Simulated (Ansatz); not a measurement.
**InC2: a trial structure relaxed**

Aim: relax a trial structure of InC2 and see where it ends.

Program: Ansatz 0.2.0. Level of theory: DFT PBE, scalar-relativistic, plane waves, PAW. These are calculated values, not measurements.

### Step 1. The starting structure

The structure is cubic, space group Pa-3 (No. 205). Conventional cell: a = 5.112 Å, b = 5.112 Å, c = 5.112 Å, α = 90.00°, β = 90.00°, γ = 90.00°. Around In (site symmetry -3) lie 6 C at 2.13 Å. C (site symmetry 3) has 1 C at 2.11 Å and 3 In at 2.13 Å as nearest neighbours.

As a file:

```
CELL_PARAMETERS angstrom
5.11202 0.00000 0.00000
0.00000 5.11202 0.00000
0.00000 0.00000 5.11202
ATOMIC_POSITIONS crystal
In 0.00000 0.00000 0.00000
In 0.50000 0.00000 0.50000
In 0.50000 0.50000 0.00000
In 0.00000 0.50000 0.50000
C 0.61901 0.88099 0.11901
C 0.88099 0.11901 0.61901
C 0.11901 0.61901 0.88099
C 0.38099 0.38099 0.38099
C 0.61901 0.61901 0.61901
C 0.88099 0.38099 0.11901
C 0.11901 0.88099 0.38099
C 0.38099 0.11901 0.88099
```

Recipe of the guess: 4-, 6-connected net, elements by coordination (Pa-3, No. 205). The dimensions are guesses.

### Step 2. A first look at the guess

input.yaml

```yaml
crystal:
  lattice:
    - [5.11202171, 0.0, 0.0]
    - [0.0, 5.11202171, 0.0]
    - [0.0, 0.0, 5.11202171]
  atoms:
    - { symbol: In, position: [0.0, 0.0, 0.0] }
    - { symbol: In, position: [0.5, 0.0, 0.5] }
    - { symbol: In, position: [0.5, 0.5, 0.0] }
    - { symbol: In, position: [0.0, 0.5, 0.5] }
    - { symbol: C, position: [0.61900599, 0.88099401, 0.11900599] }
    - { symbol: C, position: [0.88099401, 0.11900599, 0.61900599] }
    - { symbol: C, position: [0.11900599, 0.61900599, 0.88099401] }
    - { symbol: C, position: [0.38099401, 0.38099401, 0.38099401] }
    - { symbol: C, position: [0.61900599, 0.61900599, 0.61900599] }
    - { symbol: C, position: [0.88099401, 0.38099401, 0.11900599] }
    - { symbol: C, position: [0.11900599, 0.88099401, 0.38099401] }
    - { symbol: C, position: [0.38099401, 0.11900599, 0.88099401] }
basis:
  ecutwfc: 420
kpoints:
  mp_grid: { grid: [4, 4, 4] }
hamiltonian:
  xc: pbe
scf:
  occupations: { method: gaussian, width: 0.1 }
  lower_state_search: "off"
output:
  forces: true
  stress: true
  eigenvalues: true
```

Command:

```
$ ansatz run input.yaml --threads 1 --pin off --max-ram 2560MiB --backend cpu --events-out ev --progress --plain --runs-dir out
```

The session goes on with these runs: spin check on a coarse mesh; a loose first relaxation; full relaxation.

What does the calculation give? Wanted: conventional cell; volume; energy over the elements; gap on the mesh.

As calculated:

| quantity | value |
| --- | --- |
| symmetry at the end (tolerance 0.05 Å) | space group Pa-3 (No. 205) |
| conventional cell | a = 5.549 Å, b = 5.549 Å, c = 5.549 Å, α = 90.00°, β = 90.00°, γ = 90.00° |
| volume | 14.24 Å³/atom |
| energy over the elements | +1.11 eV/atom |
| gap on the mesh | none (metal) |

In words: The space group Pa-3 (No. 205) is kept, and the volume per atom grows by 27.9 % from the first guess. With a positive formation energy it can't be a ground state. No finished test with a distortion of lower symmetry is shown, so the end may be a saddle point. Other magnetic orders were not searched.
